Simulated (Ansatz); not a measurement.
# ClH7N2Si: search for a transition state

Aim: find the saddle point of a four-centre ligand exchange that is to form Si1–Cl7, N2–H6 and break Si1–N2, H6–Cl7, prove it by its vibrations, and relax downhill on both sides to see what it joins.

Program: Ansatz 0.2.0, Gaussian basis. Level of theory: PBE0-D4, def2-SVP first, then def2-TZVP. These are calculated values, not measurements.

152 further runs of the same task are left out: 152 set aside as unsound or not needed. Runs told in other sessions of the task aren't counted.

## (1) Where the work starts

The guess: 11 atoms, charge 0, spin multiplicity 1.

Atoms are counted from 1 here; the program's logs count them from 0.

Bond lengths: Si1–N2 1.907 Å, Si1–H3 1.452 Å, Si1–H4 1.488 Å, Si1–N5 1.715 Å, N2–H6 1.037 Å, N2–H8 1.012 Å, N2–H9 1.013 Å, N5–H10 1.009 Å, N5–H11 1.007 Å. Angles: N2–Si1–H3 110.8°, N2–Si1–H4 93.7°, N2–Si1–N5 104.8°, H3–Si1–H4 103.7°, H3–Si1–N5 136.4°, H4–Si1–N5 98.1°, Si1–N2–H6 99.2°, Si1–N2–H8 113.9°, Si1–N2–H9 111.7°, H6–N2–H8 111.3°, H6–N2–H9 110.5°, H8–N2–H9 110.0°, Si1–N5–H10 117.6°, Si1–N5–H11 117.8°, H10–N5–H11 110.6°.

Coordinates:

```tsv
atom	x (Å)	y (Å)	z (Å)
Si1	-0.5307	0.5246	-0.0905
N2	-0.2638	-1.3632	-0.1353
H3	-1.2350	0.9734	-1.2778
H4	-1.5976	0.4458	0.9438
N5	0.7295	1.1230	0.9066
H6	0.4745	-1.4086	-0.8617
Cl7	1.2874	0.1564	-1.8535
H8	-1.0843	-1.8870	-0.4128
H9	0.0873	-1.7124	0.7489
H10	1.6271	1.2892	0.4766
H11	0.5056	1.8590	1.5558
```

Distances that are to change: Si1–Cl7 2.56 Å, N2–H6 1.04 Å, Si1–N2 1.91 Å, H6–Cl7 2.02 Å.

## (2) Constrained relaxation of the guess

The input, hold/in.yaml:

```yaml
crystal:
  periodic: [false, false, false]
  atoms:
    - {symbol: Si, position_ang: [-0.530700, 0.524600, -0.090500]}
    - {symbol: N, position_ang: [-0.263800, -1.363200, -0.135300]}
    - {symbol: H, position_ang: [-1.235000, 0.973400, -1.277800]}
    - {symbol: H, position_ang: [-1.597600, 0.445800, 0.943800]}
    - {symbol: N, position_ang: [0.729500, 1.123000, 0.906600]}
    - {symbol: H, position_ang: [0.474500, -1.408600, -0.861700]}
    - {symbol: Cl, position_ang: [1.287400, 0.156400, -1.853500]}
    - {symbol: H, position_ang: [-1.084300, -1.887000, -0.412800]}
    - {symbol: H, position_ang: [0.087300, -1.712400, 0.748900]}
    - {symbol: H, position_ang: [1.627100, 1.289200, 0.476600]}
    - {symbol: H, position_ang: [0.505600, 1.859000, 1.555800]}
basis:
  gaussian: {orbitals: def2-SVP}
hamiltonian: {xc: pbe0, dispersion: d4}
relax: {f_tol: 0.04, max_steps: 150, escape_saddle: false, constraints: [{distance: [0, 6]}, {distance: [1, 5]}, {distance: [0, 1]}, {distance: [5, 6]}]}
```

Command:

```console
ansatz run in.yaml --threads 4 --pin off --events-out ev --progress --plain --max-ram 9574MiB
```

The runs that follow: A starting Hessian; Saddle search in the small basis; Saddle search in triple zeta; Checking the order of the point; Relaxing after a step of 0.30 Å one way along the mode; Relaxing after a step of 0.30 Å the other way along the mode.

What does the calculation give? Wanted: imaginary mode; barrier from the start side; barrier from the end side; energy of the step; pairs that change; zero-point energy at the saddle.

**Answer**, as computed:

| quantity | value |
| --- | --- |
| imaginary mode | 107i cm⁻¹ |
| barrier from the start side | 0.122 eV |
| barrier from the end side | 0.093 eV |
| energy of the step | +0.029 eV |
| pairs that change | Si1–Cl7 formed, N2–H6 formed, H6–Cl7 broken |
| zero-point energy at the saddle | 2.266 eV |

In words: The point has a single imaginary mode (107i cm⁻¹), as a transition state must. The two relaxations end on the structures that were planned. At PBE0-D4/def2-TZVP the electronic barrier is 0.122 eV, about 5 kT at 298 K, and the step runs 0.029 eV uphill. A step off the saddle overshot and began above it in energy, so the link to its end is likely but not proven. The ends are the nearest minima, not always the lowest complexes.
